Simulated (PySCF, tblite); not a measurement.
# CH₅FGe: geometry, infrared bands, NMR shifts and spin-spin couplings

What infrared bands, NMR shifts and spin-spin couplings should CH₅FGe (`[CH3][GeH2][F]`) show?

Programs: tblite 0.8.0 and PySCF 2.14.0, with density-fitted response routines of our own. Each step states its level of theory. These are calculated values for one molecule in the gas phase, unless marked as measured. Atoms are numbered from 0 throughout.

## (1) The starting structure

8 atoms, charge 0, multiplicity 1; geometry from: force field or distance geometry start.

Bonds of the start (Å): C0–Ge1 1.96, Ge1–F2 1.75, C0–H3 1.10, C0–H4 1.11, C0–H5 1.11, Ge1–H6 1.54, Ge1–H7 1.56.

## (2) Relaxing the molecule with GFN2-xTB

The job: settings as JSON, then the geometry in Å.

```
{"job": {"kind": "relax", "xc": "GFN2-xTB", "basis": "xTB"}, "charge": 0, "multiplicity": 1}
C      1.038400     0.088200    -0.056600
Ge    -0.905700    -0.118700     0.021200
F     -1.621200     1.369200     0.593700
H      1.489900    -0.846600    -0.417700
H      1.418500     0.336700     0.960400
H      1.274200     0.910000    -0.763000
H     -1.443500    -0.465600    -1.382700
H     -1.241700    -1.263800     1.020100
```

Run with:

```bash
$ OMP_NUM_THREADS=1 python probes_run.py task.json out
```

One launch serves the whole session: the jobs run in the order shown.

**Question.** This job is followed by: GFN2-xTB harmonic vibrations, gas phase; GIAO PBE0/pcSseg-1 NMR shielding, non-relativistic, gas phase; B3LYP/pcJ-1 Ge:pcSseg-1 indirect spin-spin coupling, non-relativistic, gas phase. What will the session give for the following? strongest single infrared mode (GFN2-xTB); zero-point energy (GFN2-xTB); 13C shifts against TMS (PBE0/pcSseg-1); 1H shifts against TMS (PBE0/pcSseg-1, means over atoms taken as alike); 73Ge shifts against GeMe4 (PBE0/pcSseg-1); 19F shifts against CFCl3 (PBE0/pcSseg-1); largest coupling of the table (B3LYP/pcSseg-1+pcJ-1).

**Answer**, as computed:

| quantity | value |
| --- | --- |
| strongest single infrared mode (GFN2-xTB) | 1986 cm⁻¹, 566 km/mol |
| zero-point energy (GFN2-xTB) | 32.2 kcal/mol |
| 13C shifts against TMS (PBE0/pcSseg-1) | 0.6 ppm |
| 1H shifts against TMS (PBE0/pcSseg-1, means over atoms taken as alike) | 5.54, 0.78 ppm |
| 73Ge shifts against GeMe4 (PBE0/pcSseg-1) | 49 ppm |
| 19F shifts against CFCl3 (PBE0/pcSseg-1) | -254.4 ppm |
| largest coupling of the table (B3LYP/pcSseg-1+pcJ-1) | 1J(C,H) C0–H3, 138.1 Hz |

What this shows: Relaxing lowered the energy by 0.157 eV in 25 steps; the close pair that moved most is Ge1–H7, from 1.556 to 1.504 Å. All 18 modes are real, so the xTB geometry is a minimum. The strongest single mode, at 1986 cm⁻¹, moves mainly H6 and H7. Unscaled tight-binding wavenumbers are off by several per cent, some by more. Its intensities can rank the bands wrongly. At PBE0/pcSseg-1: The largest span, 344 ppm, is at Ge1, where the paramagnetic term is -1472 ppm. In the run at B3LYP/pcSseg-1+pcJ-1, the largest coupling of the table is C0–H3 (mean over like pairs), 138.1 Hz, of which the Fermi-contact term gives 135.3 Hz. Spin-orbit coupling is left out, which matters for shieldings and couplings at and beside the heavy atoms.
